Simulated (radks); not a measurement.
# The series with 2 electrons, He to Sn⁴⁸⁺

An exercise on one series of results from a longer session: the logs are not shown, and one member is left open.

The numbers are computed with radks (a radial shooting solver on a logarithmic mesh, Libxc functionals) version 1 (non-relativistic Kohn-Sham, PBEsol, spin-polarised, spherical densities, point nucleus), except any that are marked as measured or tabulated.

## Starting point

| Quantity | Value |
| --- | --- |
| electrons | 2 |
| ions | He, B³⁺, O⁶⁺, Si¹²⁺, Cl¹⁵⁺, Ca¹⁸⁺, V²¹⁺, Fe²⁴⁺, Cu²⁷⁺, Ge³⁰⁺, Br³³⁺, Sr³⁶⁺, Nb³⁹⁺, Ru⁴²⁺, Ag⁴⁵⁺, Sn⁴⁸⁺ |
| configuration | NIST ground configuration of each |

Set-up of the first run:

Input:

```text
Z 2
configuration [He]
relativity non-relativistic
functional pbe_sol,pbe_sol
spin polarised
nucleus point
```

Among the steps run: He, [He]; B³⁺, [He]; O⁶⁺, [He]; Si¹²⁺, [He]; Cl¹⁵⁺, [He]; Ca¹⁸⁺, [He]; V²¹⁺, [He]; Fe²⁴⁺, [He]; Cu²⁷⁺, [He]; Ge³⁰⁺, [He]; Br³³⁺, [He]; Sr³⁶⁺, [He]; Nb³⁹⁺, [He]; Ru⁴²⁺, [He]; Ag⁴⁵⁺, [He]; Sn⁴⁸⁺, [He].

One table of the session follows, with a row left open; its other results are not shown here.

```
  ion  E (hartree)  ε(1s) (eV)  <r>(1s) (bohr)
   He     -2.85772     -15.499          0.9513
  B³⁺    -21.86991     -230.10          0.3273
  O⁶⁺    -58.87754     -689.52          0.1978
Si¹²⁺   -186.89076     -2343.0          0.1104
Cl¹⁵⁺   -277.89710     -3537.1         0.09044
Ca¹⁸⁺   -386.90337     -4976.2         0.07659
 V²¹⁺   -513.90961     -6660.1         0.06642
Fe²⁴⁺   -658.91582     -8588.9         0.05863
Cu²⁷⁺   -821.92201    -10762.6         0.05248
Ge³⁰⁺  -1002.92820    -13181.2         0.04749
Br³³⁺  -1201.93438    -15844.7         0.04337
Sr³⁶⁺  -1418.94056    -18753.1         0.03991
Nb³⁹⁺  -1653.94673      -21906         0.03696
Ru⁴²⁺  -1906.95290      -25305         0.03442
Ag⁴⁵⁺  -2177.95906      -28948         0.03220
Sn⁴⁸⁺            ?           ?               ?
```

**Question.** Estimate the row for Sn⁴⁸⁺.

As computed: E (hartree): -2466.96523; ε(1s) (eV): -32836; <r>(1s) (bohr): 0.03025. In the column «E (hartree)» it is the lowest.
